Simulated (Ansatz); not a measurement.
**CAlF₂NO: vertical ionisation energy**

The task here is to estimate one member of a computed series from the others.

Program: Ansatz 0.2.0, Gaussian basis. Level of theory: unrestricted cation, the program's frozen cores in correlated methods. These are calculated values, not measurements.

Levels to be run: UKS PBE-D4/def2-TZVPP; UKS r2SCAN-D4/def2-TZVPP; UKS PBE0-D4/def2-TZVPP; UKS B3LYP-D4/def2-TZVPP; UKS wB97X-V/def2-TZVPP; UKS wB97M-V/def2-TZVPP; UKS B2PLYP/def2-TZVPP; UHF-CCSD(T)/def2-TZVPP; UHF-MP2/def2-QZVPP; extrapolation to the limit; then −ε(HOMO) from the neutral's earlier runs with LDA (SPW92), PBE-D4, revPBE-D4, BLYP-D4, r2SCAN-D4, B97M-V, PBE0-D4, B3LYP-D4, r2SCANh-D4, r2SCAN0-D4, HSE06-D4, BHLYP-D4, CAM-B3LYP-D4, LC-ωPBE, ωB97X-V, ωB97M-V.

## The relaxed structure

An earlier PBE0-D4 in a triple-zeta def2 set relaxation fixed the geometry.

6 atoms, charge 0, spin multiplicity 1.

Atoms are counted from 1 here; the program's logs count them from 0.

Bond lengths: O1–C2 1.162 Å, C2–N3 1.196 Å, N3–Al4 1.738 Å, Al4–F5 1.631 Å, Al4–F6 1.631 Å. Angles: O1–C2–N3 180.0°, C2–N3–Al4 179.4°, N3–Al4–F5 120.5°, N3–Al4–F6 120.5°, F5–Al4–F6 119.0°.

Geometry (Å):

```
O     1.72557   -2.11491    1.03695
C     1.04188   -1.27492    0.61637
N     0.33824   -0.41017    0.18250
Al   -0.69368    0.84649   -0.43217
F    -1.19316    0.82169   -1.98436
F    -1.17675    2.06783    0.53451
```

Set-up of the first run:

in.yaml reads:

```yaml
crystal:
  periodic: [false, false, false]
  atoms:
    - {symbol: O, position_ang: [1.725573, -2.114914, 1.036952]}
    - {symbol: C, position_ang: [1.041885, -1.274924, 0.616367]}
    - {symbol: N, position_ang: [0.338238, -0.410173, 0.182501]}
    - {symbol: Al, position_ang: [-0.693680, 0.846495, -0.432172]}
    - {symbol: F, position_ang: [-1.193163, 0.821691, -1.984361]}
    - {symbol: F, position_ang: [-1.176753, 2.067826, 0.534514]}
basis:
  gaussian: {orbitals: def2-TZVPP}
total_charge: 1
magnetization: {spin_polarized: true, initial_magnetization: 1}
hamiltonian: {xc: pbe, dispersion: d4}
```

Started as:

```sh
$ ansatz run in.yaml --threads 2 --pin off --events-out ev --progress --plain --max-ram 32768MiB --backend cpu
```

Steps of the session up to this table: Cation, UKS PBE-D4/def2-TZVPP; Cation, UKS r2SCAN-D4/def2-TZVPP; Cation, UKS PBE0-D4/def2-TZVPP; Cation, UKS B3LYP-D4/def2-TZVPP; Cation, UKS wB97X-V/def2-TZVPP; Cation, UKS wB97M-V/def2-TZVPP; Cation, UKS B2PLYP (frozen core)/def2-TZVPP; Cation, UHF-CCSD(T)/def2-TZVPP; Cation, UHF-MP2/def2-QZVPP.

One table of the session follows, with a row left open; its other results are not shown here.

Orbital estimates, from the neutral's runs:

| functional | −ε(HOMO) (eV) |
| --- | --- |
| LDA (SPW92) | ? |
| PBE-D4 | 7.82 |
| revPBE-D4 | 7.73 |
| BLYP-D4 | 7.68 |
| r2SCAN-D4 | 8.15 |
| B97M-V | 8.13 |
| PBE0-D4 | 9.29 |
| B3LYP-D4 | 9.02 |
| r2SCANh-D4 | 8.69 |
| r2SCAN0-D4 | 9.52 |
| HSE06-D4 | 8.88 |
| BHLYP-D4 | 10.65 |
| CAM-B3LYP-D4 | 10.68 |
| LC-ωPBE | 12.01 |
| ωB97X-V | 11.64 |
| ωB97M-V | 11.55 |

Q: Estimate the row for LDA (SPW92) from the others.

The run gave: −ε(HOMO) (eV): 8.09. In the column «−ε(HOMO) (eV)» it lies between PBE-D4 (7.82) and B97M-V (8.13).
